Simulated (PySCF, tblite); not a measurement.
# C₄H₇BF₂O₃: geometry, infrared bands and NMR shifts

Aim: predict the infrared bands and NMR shifts of C₄H₇BF₂O₃ (`CO[C@@]1(B(F)F)COCO1`).

Computed with tblite 0.8.0 and PySCF 2.14.0, with density-fitted response routines of our own, on a single molecule in the gas phase. Atoms count from 0, in the outputs and in this text.

**1. Starting geometry**

17 atoms, charge 0, multiplicity 1; geometry from: force field or distance geometry start.

Bonds of the start (Å): C0–O1 1.43, O1–C2 1.42, C2–B3 1.62, B3–F4 1.46, B3–F5 1.43, C2–C6 1.52, C6–O7 1.39, O7–C8 1.41, C8–O9 1.40, O9–C2 1.40, C0–H10 1.11, C0–H11 1.11, C0–H12 1.09, C6–H13 1.11, C6–H14 1.10, C8–H15 1.11, C8–H16 1.12.

**2. Relaxing the molecule with GFN2-xTB**

Job settings and geometry (Å):

```
{"job": {"kind": "relax", "xc": "GFN2-xTB", "basis": "xTB"}, "charge": 0, "multiplicity": 1}
C      2.058400    -0.709000     0.202100
O      1.061900    -0.354800    -0.763800
C     -0.020200     0.340300    -0.173200
B      0.338200     1.904200     0.021600
F      0.293200     2.486500     1.355400
F      0.741900     2.697800    -1.103200
C     -1.226400     0.204100    -1.089200
O     -1.900700    -0.921300    -0.631800
C     -1.500500    -1.092100     0.704700
O     -0.440500    -0.233000     1.036800
H      1.695200    -1.551100     0.834000
H      2.340600     0.154600     0.839900
H      2.952800    -1.047800    -0.323600
H     -1.915100     1.071600    -1.027600
H     -0.927000     0.071500    -2.144100
H     -1.194600    -2.140700     0.876700
H     -2.364100    -0.868800     1.375400
```

Run with:

```bash
> OMP_NUM_THREADS=1 python probes_run.py task.json out
```

This one command runs all jobs of the session in turn.

**Question.** This job is followed by: GFN2-xTB harmonic vibrations, gas phase; GIAO PBE0/pcSseg-1 NMR shielding, non-relativistic, gas phase. Predict these results of the whole session: strongest single infrared mode (GFN2-xTB); zero-point energy (GFN2-xTB); 13C shifts against TMS (PBE0/pcSseg-1); 1H shifts against TMS (PBE0/pcSseg-1, means over atoms taken as alike); 17O shifts against H2O (PBE0/pcSseg-1); 11B shifts against BF3·OEt2 (PBE0/pcSseg-1); 19F shifts against CFCl3 (PBE0/pcSseg-1, means over atoms taken as alike).

As calculated:

| quantity | value |
| --- | --- |
| strongest single infrared mode (GFN2-xTB) | 1322 cm⁻¹, 393 km/mol |
| zero-point energy (GFN2-xTB) | 74.8 kcal/mol |
| 13C shifts against TMS (PBE0/pcSseg-1) | 106.2, 98.9, 79.4, 58.3 ppm |
| 1H shifts against TMS (PBE0/pcSseg-1, means over atoms taken as alike) | 5.47, 5.09, 4.22, 3.88, 3.60 ppm |
| 17O shifts against H2O (PBE0/pcSseg-1) | 129.2, 84.6, 76.3 ppm |
| 11B shifts against BF3·OEt2 (PBE0/pcSseg-1) | 25.0 ppm |
| 19F shifts against CFCl3 (PBE0/pcSseg-1, means over atoms taken as alike) | -70.8 ppm |

What this shows: The optimisation took 113 steps and gained 0.946 eV; among the close pairs (by a distance rule), B3–F4 changed most, from 1.456 to 1.307 Å. All 45 modes are real, so the xTB geometry is a minimum. The strongest single mode, at 1322 cm⁻¹, moves mainly B3. GFN2-xTB is a fitted tight-binding method: band positions and strengths are rough. Its intensities can rank the bands wrongly. At PBE0/pcSseg-1: Shielding is most anisotropic at F4, F5 (span 322 ppm, paramagnetic term -226 ppm).
